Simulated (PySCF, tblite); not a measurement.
# C₅H₆N₂Si: geometry, infrared bands and NMR shifts

Aim: predict the infrared bands and NMR shifts of C₅H₆N₂Si (`N#C[SiH2]n1cccc1`).

The runs use tblite 0.8.0 and PySCF 2.14.0, with density-fitted response routines of our own; the level of theory stands in each step. All values are computed, except where a source is named. Atoms count from 0, in the outputs and in this text.

### 1 The starting structure

14 atoms, charge 0, multiplicity 1; geometry from: force field or distance geometry start.

Bonds of the start (Å): N0–C1 1.16, C1–Si2 1.83, Si2–N3 1.78, N3–C4 1.36, C4–C5 1.39, C5–C6 1.38, C6–C7 1.37, C7–N3 1.36, Si2–H8 1.48, Si2–H9 1.47, C4–H10 1.08, C5–H11 1.08, C6–H12 1.09, C7–H13 1.09.

### 2 Optimising the geometry with GFN2-xTB

The job: settings as JSON, then the geometry in Å.

```
{"job": {"kind": "relax", "xc": "GFN2-xTB", "basis": "xTB"}, "charge": 0, "multiplicity": 1}
N     -2.997600     2.465000     0.446700
C     -2.568300     1.399600     0.261200
Si    -1.841300    -0.256500    -0.001900
N     -0.061700    -0.212800    -0.047600
C      0.737700    -0.296700     1.043600
C      2.068400    -0.241400     0.642200
C      2.017300    -0.125900    -0.734800
C      0.712500    -0.110700    -1.159400
H     -2.352700    -1.155100     1.058600
H     -2.276500    -0.697600    -1.335400
H      0.365900    -0.386800     2.058300
H      2.947500    -0.280300     1.269500
H      2.914600    -0.061500    -1.345000
H      0.333800    -0.039600    -2.178300
```

The run is started by

```sh
$ OMP_NUM_THREADS=1 python probes_run.py task.json out
```

One launch serves the whole session: the jobs run in the order shown.

**Question.** This job is followed by: GFN2-xTB harmonic vibrations, gas phase; GIAO PBE0/pcSseg-1 NMR shielding, non-relativistic, gas phase. What will the session give for the following? strongest single infrared mode (GFN2-xTB); zero-point energy (GFN2-xTB); 13C shifts against TMS (PBE0/pcSseg-1, means over atoms taken as alike); 1H shifts against TMS (PBE0/pcSseg-1, means over atoms taken as alike); 15N shifts against NH3 (PBE0/pcSseg-1); 29Si shifts against TMS (PBE0/pcSseg-1).

The runs gave:

| quantity | value |
| --- | --- |
| strongest single infrared mode (GFN2-xTB) | 730 cm⁻¹, 341 km/mol |
| zero-point energy (GFN2-xTB) | 59.9 kcal/mol |
| 13C shifts against TMS (PBE0/pcSseg-1, means over atoms taken as alike) | 128.3, 122.8, 120.1 ppm |
| 1H shifts against TMS (PBE0/pcSseg-1, means over atoms taken as alike) | 6.77, 6.76, 5.27 ppm |
| 15N shifts against NH3 (PBE0/pcSseg-1) | 365.0, 164.2 ppm |
| 29Si shifts against TMS (PBE0/pcSseg-1) | -62.8 ppm |

What this shows: Over 52 steps the energy fell by 0.198 eV; of the close pairs, C1–Si2 changed most, 1.828 to 1.873 Å. The lowest mode is slightly imaginary (14i cm⁻¹), a soft motion within the noise of the Hessian, so the minimum is not strictly shown. GFN2-xTB is a fitted tight-binding method: band positions and strengths are rough. Its intensities can rank the bands wrongly. At PBE0/pcSseg-1: Shielding is most anisotropic at N0 (span 586 ppm, paramagnetic term -435 ppm). NICS(1)zz of -29 ppm above the planar ring from N3 marks a diatropic (aromatic) ring current.
